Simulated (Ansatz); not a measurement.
# Na2C: the cost of one run

Computed with Ansatz 0.2.0 (DFT PBE, scalar-relativistic, plane waves, PAW, unless a step's input says otherwise).

3 further runs of the same task are left out: 3 set aside as unsound or not needed.

## Step 1: The structure to begin with

The structure is hexagonal, space group P6/mmm (No. 191). Conventional cell: a = 3.663 Å, b = 3.663 Å, c = 3.955 Å, α = 90.00°, β = 90.00°, γ = 120.00°. Around Na (site symmetry -6m2) lie 3 Na at 2.11 Å and 6 C at 2.90 Å. Around C (site symmetry 6/mmm) lie 12 Na at 2.90 Å.

Coordinates:

```cif
data_structure
_symmetry_space_group_name_H-M 'P6/mmm'
_symmetry_Int_Tables_number 191
_cell_length_a 3.6626
_cell_length_b 3.6626
_cell_length_c 3.9546
_cell_angle_alpha 90.000
_cell_angle_beta 90.000
_cell_angle_gamma 120.000
_cell_volume 45.94
loop_
_atom_site_label
_atom_site_type_symbol
_atom_site_symmetry_multiplicity
_atom_site_Wyckoff_symbol
_atom_site_fract_x
_atom_site_fract_y
_atom_site_fract_z
_atom_site_occupancy
Na1 Na 2 d 0.33333 0.66667 0.50000 1
C1 C 1 a 0.00000 0.00000 0.00000 1
```

This is candidate A: AlB2 type (P6/mmm, No. 191).

(A quick probe on a coarse mesh, which set the mesh and smearing, is not shown.)

## Step 3: Rough relaxation on the coarse mesh (candidate A)

input.yaml

```yaml
crystal:
  lattice:
    - [3.6626135041, 0.0, 0.0]
    - [-1.8313067521, 3.1719163388, 0.0]
    - [0.0, 0.0, 3.9546491324]
  atoms:
    - { symbol: Na, position: [0.3333333333, 0.6666666667, 0.5] }
    - { symbol: Na, position: [0.6666666667, 0.3333333333, 0.5] }
    - { symbol: C, position: [0.0, 0.0, 0.0], spin: 0.7 }
basis:
  ecutwfc: 420
kpoints:
  mp_grid: { grid: [6, 6, 4] }
hamiltonian:
  xc: pbe
scf:
  occupations: { method: gaussian, width: 0.1 }
  lower_state_search: "off"
output:
  forces: true
  stress: true
  eigenvalues: true
  populations: true
magnetization:
  spin_polarized: true
relax:
  adjacent_minimum: "off"
  f_tol: 0.04
  max_steps: 70
  cell: { stress_tol: 0.4 }
```

Command:

```console
ansatz run input.yaml --threads 1 --pin off --max-ram 2560MiB --backend cpu --events-out ev --progress --plain --runs-dir out
```

What time and memory should one allow on 1 thread of Arm Neoverse V2, shared host?

About 40 s, with a peak of 0.29 GiB.
